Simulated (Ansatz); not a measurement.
# Cd2TeI2: the cost of one run

Method: DFT PBE, scalar-relativistic, plane waves, PAW, in Ansatz 0.2.0.

1 further run of the same task is left out (it didn't finish). Runs told in other sessions of the task aren't counted.

## 1. Starting point

Symmetry: P4/mmm, No. 123, tetragonal system. The conventional cell has a = 5.032 Å, b = 5.032 Å, c = 7.825 Å, α = 90.00°, β = 90.00°, γ = 90.00°. Around Cd (site symmetry 4/mmm) lie 4 Te at 3.56 Å and 2 Cd at 3.91 Å. Cd (site symmetry 4/mmm) is surrounded by 8 I at 3.74 Å and 2 Cd at 3.91 Å. Te (site symmetry 4/mmm) is surrounded by 2 I at 2.76 Å and 4 Cd at 3.56 Å. Around I (site symmetry 4mm) lie 1 I at 2.30 Å and 1 Te at 2.76 Å.

As a file:

```cif
data_structure
_symmetry_space_group_name_H-M 'P4/mmm'
_symmetry_Int_Tables_number 123
_cell_length_a 5.0320
_cell_length_b 5.0320
_cell_length_c 7.8248
_cell_angle_alpha 90.000
_cell_angle_beta 90.000
_cell_angle_gamma 90.000
_cell_volume 198.13
loop_
_atom_site_label
_atom_site_type_symbol
_atom_site_symmetry_multiplicity
_atom_site_Wyckoff_symbol
_atom_site_fract_x
_atom_site_fract_y
_atom_site_fract_z
_atom_site_occupancy
Cd1 Cd 1 c 0.50000 0.50000 0.00000 1
Cd2 Cd 1 d 0.50000 0.50000 0.50000 1
Te1 Te 1 a 0.00000 0.00000 0.00000 1
I1 I 2 g 0.00000 0.00000 0.35307 1
```

Recipe of the guess: random cell by space group and Wyckoff sites (P4/mmm, No. 123). Its size is a rough estimate.

## 2. A first look at the guess

Input file input.yaml:

```yaml
crystal:
  lattice:
    - [5.03197989, 0.0, 0.0]
    - [0.0, 5.03197989, 0.0]
    - [0.0, 0.0, 7.82482086]
  atoms:
    - { symbol: Cd, position: [0.5, 0.5, 0.0] }
    - { symbol: Cd, position: [0.5, 0.5, 0.5] }
    - { symbol: Te, position: [0.0, 0.0, 0.0] }
    - { symbol: I, position: [0.0, 0.0, 0.35306783] }
    - { symbol: I, position: [0.0, 0.0, 0.64693217] }
basis:
  ecutwfc: 420
kpoints:
  mp_grid: { grid: [4, 4, 2] }
hamiltonian:
  xc: pbe
scf:
  occupations: { method: gaussian, width: 0.1 }
  lower_state_search: "off"
output:
  forces: true
  stress: true
  eigenvalues: true
```

Launch:

```
$ ansatz run input.yaml --threads 1 --pin off --max-ram 2560MiB --backend cpu --events-out ev --progress --plain --runs-dir out
```

**Question.** How long does this run take on 1 thread of Intel Xeon Platinum 8488C (Sapphire Rapids), shared host, and how much memory does it need?

About 4.4 s, with a peak of 0.54 GiB.
